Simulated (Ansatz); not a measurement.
**C₂H₈Si₂: one species, many methods**

An exercise on one series of results from a longer session: the logs are not shown, and one member is left open.

The runs use Ansatz 0.2.0, Gaussian basis; functionals in def2-TZVPP, the program's frozen cores in correlated methods.

Plan: PBE-D4, r2SCAN-D4, PBE0-D4, B3LYP-D4, ωB97X-V, ωB97M-V, B2PLYP; CCSD(T)/def2-TZVPP; MP2/def2-QZVPP; extrapolation to the limit.

## The geometry

An earlier PBE0-D4 in a triple-zeta def2 set relaxation fixed the geometry.

SMILES `C=C([SiH3])[SiH3]`, 12 atoms, charge 0, spin multiplicity 1.

Atoms are counted from 1 here; the program's logs count them from 0.

Bond lengths: C1–C2 1.337 Å, C1–H5 1.089 Å, C1–H6 1.089 Å, C2–Si3 1.866 Å, C2–Si4 1.866 Å, Si3–H7 1.488 Å, Si3–H8 1.488 Å, Si3–H9 1.488 Å, Si4–H10 1.488 Å, Si4–H11 1.488 Å, Si4–H12 1.488 Å. Angles: C2–C1–H5 122.3°, C2–C1–H6 122.3°, H5–C1–H6 115.4°, C1–C2–Si3 119.4°, C1–C2–Si4 119.4°, Si3–C2–Si4 121.1°, C2–Si3–H7 110.5°, C2–Si3–H8 110.5°, C2–Si3–H9 109.4°, H7–Si3–H8 107.6°, H7–Si3–H9 109.5°, H8–Si3–H9 109.5°, C2–Si4–H10 109.4°, C2–Si4–H11 110.5°, C2–Si4–H12 110.5°, H10–Si4–H11 109.5°, H10–Si4–H12 109.5°, H11–Si4–H12 107.6°.

Geometry (Å):

```xyz
12

C    -0.4015    1.5879   -0.0431
C    -0.0698    0.2932   -0.0057
Si   -0.3674   -0.6846    1.5551
Si    0.6824   -0.5043   -1.5153
H    -0.2488    2.2024   -0.9291
H    -0.8429    2.1005    0.8103
H     0.9116   -1.2430    2.0714
H    -1.2804   -1.8285    1.2861
H    -0.9731    0.2021    2.5847
H     0.7923    0.5046   -2.6031
H    -0.1587   -1.6419   -1.9764
H     2.0332   -1.0436   -1.2005
```

The first run:

Contents of in.yaml:

```yaml
crystal:
  periodic: [false, false, false]
  atoms:
    - {symbol: C, position_ang: [-0.401467, 1.587891, -0.043110]}
    - {symbol: C, position_ang: [-0.069826, 0.293186, -0.005723]}
    - {symbol: Si, position_ang: [-0.367445, -0.684596, 1.555062]}
    - {symbol: Si, position_ang: [0.682422, -0.504289, -1.515308]}
    - {symbol: H, position_ang: [-0.248827, 2.202412, -0.929085]}
    - {symbol: H, position_ang: [-0.842866, 2.100488, 0.810294]}
    - {symbol: H, position_ang: [0.911618, -1.243001, 2.071358]}
    - {symbol: H, position_ang: [-1.280398, -1.828489, 1.286076]}
    - {symbol: H, position_ang: [-0.973075, 0.202149, 2.584668]}
    - {symbol: H, position_ang: [0.792341, 0.504614, -2.603071]}
    - {symbol: H, position_ang: [-0.158735, -1.641909, -1.976411]}
    - {symbol: H, position_ang: [2.033157, -1.043554, -1.200549]}
basis:
  gaussian: {orbitals: def2-TZVPP}
hamiltonian: {xc: pbe, dispersion: d4}
output: {forces: true, orbitals: {seedname: orbitals}}
```

Launch:

```sh
$ ansatz run in.yaml --threads 4 --pin off --events-out ev --progress --plain --max-ram 10444MiB
```

Steps of the session up to this table: PBE-D4 (GGA); r2SCAN-D4 (meta-GGA); PBE0-D4 (hybrid); B3LYP-D4 (hybrid); ωB97X-V (range-separated); ωB97M-V (range-separated); B2PLYP (double hybrid); CCSD(T) in def2-TZVPP; MP2 in def2-QZVPP.

One of the session's tables, all rows but one given; the rest of the session is left out.

```
            method  atomisation energy (kcal/mol)
            PBE-D4                          986.0
         r2SCAN-D4                          984.4
           PBE0-D4                          979.8
          B3LYP-D4                          986.2
           ωB97X-V                          989.2
           ωB97M-V                          986.5
            B2PLYP                          973.6
     HF/def2-TZVPP                          752.0
    MP2/def2-TZVPP                          963.3
   CCSD/def2-TZVPP                          951.9
CCSD(T)/def2-TZVPP                              ?
           MP2/CBS                          986.0
       CCSD(T)/CBS                          985.5
```

**Question.** Estimate the row for CCSD(T)/def2-TZVPP.

As computed: atomisation energy (kcal/mol): 962.7. In the column «atomisation energy (kcal/mol)» it lies between CCSD/def2-TZVPP (951.9) and MP2/def2-TZVPP (963.3).
